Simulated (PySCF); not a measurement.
# C2H6BFO: the cost of one run

Computed with PySCF 2.14.0, with density-fitted response routines of our own, on a single molecule in the gas phase. Atoms are numbered from 0 throughout.

## 1. The molecule as given

11 atoms, charge 0, multiplicity 1; geometry from: GFN2-xTB. The atoms were then displaced at random by about 0.01 Å, so the start is not that level's minimum.

Bonds of the start (Å): C0–O1 1.38, O1–C2 1.41, C2–B3 1.64, B3–F4 1.30, C0–H5 1.11, C0–H6 1.11, C0–H7 1.07, C2–H8 1.07, C2–H9 1.11, B3–H10 1.16.

## 2. Geometry optimisation at PBE0-D3(BJ)/def2-SVP

Job settings and geometry (Å):

```
{"job": {"xc": "PBE0", "basis": "def2-SVP", "d3": "d3bj", "grid": 1, "shake": 0.01, "kind": "geom"}, "charge": 0, "multiplicity": 1}
C     -1.700230     0.309340     0.218630
O     -0.359350     0.621050     0.353050
C      0.461360    -0.303180    -0.320440
B      2.055060     0.034860    -0.167300
F      2.870330    -0.786570    -0.759880
H     -2.036730     0.379540    -0.839670
H     -2.250150     1.090090     0.780100
H     -1.945930    -0.653690     0.608060
H      0.211480    -0.335930    -1.363870
H      0.282670    -1.321850     0.080160
H      2.449610     0.940510     0.435430
```

Started as:

```sh
OMP_NUM_THREADS=1 python probes_run.py task.json out
```

One launch serves the whole session: the jobs run in the order shown.

Q: Estimate the wall time and peak memory of this first job on 1 thread of Arm Neoverse V1, shared host.

About 43 s, with a peak of 0.4 GiB.
